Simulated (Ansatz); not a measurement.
Crystal: TaTe.

```
Ta Te
1.0
     3.42009    0.00000    0.00000
     0.00000    3.42009    0.00000
     0.00000    0.00000    3.42009
Ta Te
1 1
Direct
  0.50000 0.50000 0.50000
  0.00000 0.00000 0.00000
```

The cell was built by a generator and needn't be a form met in nature.

A run of Ansatz 0.2.0 on this cell left the log below. Logs are shortened: lines on timing, memory, paths and dates and some standing lists are left out, and cuts for length are marked.

```text
Warning: RAYON_NUM_THREADS=2 ignored (pool sized by the plan → 2); use --threads N
scf.n_extra_bands = 6 over 15 filled bands (N_el = 29.0): the run solves 21 bands
Engine: ansatz 0.2.0, aarch64-unknown-linux-gnu
Pseudopotentials: kind: paw
Pseudopotential: Ta, paw, valence charge 13, recommended cutoff 420 eV (normal), Ta.paw.azcp
Pseudopotential: Te, paw, valence charge 16, recommended cutoff 420 eV (normal), Te.paw.azcp
Functional definition: PBE
  parameter kappa = 0.804
  parameter beta = 0.06672455060314922
  exchange = pbe_x(kappa = kappa, mu = beta*pi^2/3)
  correlation = pbe_c(beta = beta)
Crystal: 2 atoms, lattice volume = 40.005 Å³
Basis set: ecut = 420 eV, 751 PW (Γ), exchange–correlation on 48×48×48 points (8 copies of the dense FFT grid, shifted against one another)
Bands: 21, of which v1, the nominal top of the filled ones, is band 15 counted from 1 (14 counted from 0)
Symmetry: 48 space group operations
Space group: Pm-3m (ITA 221), of the structure as read, at distance tolerance 3.4e-5 Å
k-points: 35 of 512
Non-local potential: Ta, projectors of the file, l = 0: 3, l = 1: 2, l = 2: 2, l = 3: 1
Non-local potential: Te, projectors of the file, l = 0: 2, l = 1: 2, l = 2: 2, l = 3: 2
PAW form: soft (Blöchl's): semilocal exchange-correlation on the pseudo side does not see the compensation charge
PAW one-centre angular grid: Ta, 590 points (default); XC on 64 Gauss nodes
PAW one-centre angular grid: Te, 590 points (default); XC on 64 Gauss nodes
Initial density: superposition of atomic densities (neutral atoms: chi_scale 0, normalization atom), corrected by the library's trained network
Initial wavefunctions: pseudopotential atomic-orbital guess
Functional: x = pbe(κ = 0.804, μ = 0.2195149727645171), c = pbe(β = 0.06672455060314922)
SCF iter   1: F=—  HF=-16911.789415 eV  |F-HF|=—  |Δ(HF+E_count)|=         —  Δρ=2.97e-3  dr2=2.68e-3  ethr=1.77e-3  ⟨swp⟩=5.8  Hψ=3708  notcnv=0  defer=1
preconditioner: auto → none  [metal: Δε(μ)=0.026 eV  Ē_g=9.458 eV  σ=0.050 eV  W_gap=0.13  n_scr=6 (ndim 8)  ℏωp=19.5 eV  f_vac=0.000  D(μ)=3.65/eV (n_scr^D=32)  sad-step TF]
SCF iter   2: F=—  HF=-16911.789482 eV  |F-HF|=—  |Δ(HF+E_count)|=   6.73e-5  Δρ=1.90e-3  dr2=1.36e-3  ethr=9.24e-6  ⟨swp⟩=2.2  Hψ=1287  notcnv=0  defer=10
SCF iter   3: F=—  HF=-16911.789669 eV  |F-HF|=—  |Δ(HF+E_count)|=   1.87e-4  Δρ=6.13e-4  dr2=1.55e-4  ethr=4.69e-6  ⟨swp⟩=2.4  Hψ=1182  notcnv=0  defer=10
SCF iter   4: F=—  HF=-16911.789577 eV  |F-HF|=—  |Δ(HF+E_count)|=   9.26e-5  Δρ=2.39e-4  dr2=1.31e-5  ethr=5.34e-7  ⟨swp⟩=2.0  Hψ=1118  notcnv=0  defer=10
SCF iter   5: F=—  HF=-16911.789564 eV  |F-HF|=—  |Δ(HF+E_count)|=   1.25e-5  Δρ=2.89e-5  dr2=1.78e-7  ethr=4.52e-8  ⟨swp⟩=2.0  Hψ=1145  notcnv=0  defer=10
SCF iter   6: F=-16911.789564 eV  HF=-16911.789564 eV  |F-HF|=1.29e-8  |Δ(HF+E_count)|=   1.09e-7  Δρ=5.63e-6  dr2=9.12e-9  ethr=3.45e-10  ⟨swp⟩=7.3  Hψ=3097  notcnv=0
SCF 1 converged in 6 iterations: F = -16911.789564 eV  dr2 = 9.12e-9
  greatest PAW one-centre occupation: 0.999 electrons in one spin orbital (limit 2), on the Ta atom at site 0 (counted from 0), in its partial waves of l = 0
NSCF: frozen V_eff on 86 k-points
SCF converged after 6 iterations
Free energy (F): -16911.789564 eV
Harris-Foulkes:  -16911.789564 eV  (|F-HF|=1.29e-8)
Internal energy: -16911.761345 eV  (E = F + TS)
E sigma→0 (E₀):  -16911.775455 eV
Entropy (-TS):   -0.028219 eV (-14.110 meV/atom)
Fermi energy:    18.040450 eV
--- Per-component energies (eV) ---
  E_band       = -259.873785
  E_kinetic    = 549.573951
  E_local      = -1332.713267  (includes V_loc(G=0)·N_el)
  E_nonlocal   = -295.513605
  E_hartree    = 811.708258
  E_xc         = -343.954008
  E_vxc        = -310.064980  (∫ρ·V_xc dr)
  E_paw        = -13060.066035  (= ΣΔE_a)
  E_vpaw       = -494.577191  (= ΣTr[D̂ρ^β])
  E_aug_tail   = -0.000047  (compensation charges beyond the density's cutoff)
  E_ewald      = -3240.796593
  E_smearing   = -0.028219  (= −TS)
  E_closure    = -0.000000  (closes the sum)
  Σ components = -16911.789564   (vs F -16911.789564, Δ=0.00e0)
--- Forces (eV/Å), atoms counted from 1 ---
  atom   1  Ta    -0.00000000     0.00000000     0.00000000
  atom   2  Te    -0.00000000    -0.00000000    -0.00000000
  max |Σ_I F_I| component: 5.52e-30 eV/Å
--- Stress (GPa, compression-positive) ---
        0.115739       0.000000      -0.000000
       -0.000000       0.115739      -0.000000
        0.000000       0.000000       0.115739
  P = ⅓ Tr σ = 0.1157 GPa (1.157 kbar)
--- Band table (eV; the first three rows and the last of 35) ---
  k-point 0: bands = ["-50.4189", "-19.8524", "-19.8524", "-19.8253", "-19.8253", "-19.8253", "-16.8711", "-16.8711", "-16.8711", "3.1568", "15.2181", "15.2181", "16.5668", "16.5668", "16.5668", "19.4405", "19.4405", "19.4405", "20.1017", "26.7050", "26.7050"]
  k-point 1: bands = ["-50.4182", "-19.8522", "-19.8482", "-19.8275", "-19.8275", "-19.8251", "-16.8939", "-16.8674", "-16.8674", "3.3567", "14.0671", "15.3186", "16.2517", "16.2517", "16.8436", "19.4668", "19.8945", "19.8945", "21.2238", "25.6854", "27.2254"]
  k-point 2: bands = ["-50.4166", "-19.8518", "-19.8382", "-19.8329", "-19.8329", "-19.8247", "-16.9485", "-16.8585", "-16.8585", "3.9174", "12.0045", "15.5856", "15.6784", "15.6784", "17.8966", "19.5317", "20.9373", "20.9373", "22.6725", "24.1124", "28.5436"]
  k-point 34: bands = ["-50.4053", "-19.8554", "-19.8554", "-19.8554", "-19.8066", "-19.8066", "-16.9629", "-16.9629", "-16.9629", "7.5789", "11.3345", "11.3345", "11.3345", "19.5427", "19.5427", "19.5427", "21.2984", "21.2984", "22.5724", "23.5927", "23.5927"]
```

Question: What input gives this log?

Answer: Band structure with PBE, no spin polarisation. The files as run (others can give the same):

input.yaml
```yaml
crystal:
  lattice:
    - [3.42009, 0.0, 0.0]
    - [0.0, 3.42009, 0.0]
    - [0.0, 0.0, 3.42009]
  atoms:
    - { symbol: Ta, position: [0.5, 0.5, 0.5] }
    - { symbol: Te, position: [0.0, 0.0, 0.0] }
hamiltonian:
  xc: pbe
  pseudopotentials: { kind: paw }
kpoints:
  mp_grid: { grid: [8, 8, 8] }
  band_path:
    path:
      - [[0.0, 0.0, 0.0], [0.0, 0.5, 0.0], [0.5, 0.5, 0.0], [0.0, 0.0, 0.0], [0.5, 0.5, 0.5], [0.0, 0.5, 0.0]]
      - [[0.5, 0.5, 0.0], [0.5, 0.5, 0.5]]
    npoints: 14
scf:
  occupations: { method: fermi_dirac, width: 0.05 }
  n_extra_bands: 6
output:
  forces: true
  stress: true
  eigenvalues: true
  fatbands: true
```

Potentials or basis: Ansatz PAW.
Command:
```sh
$ ansatz run input.yaml --threads 2 --pin off --max-ram 5632MiB --backend cpu --events-out ev --progress --plain --runs-dir out
```

Caveat: spin-orbit coupling is left out, which moves the levels of the heavy elements.
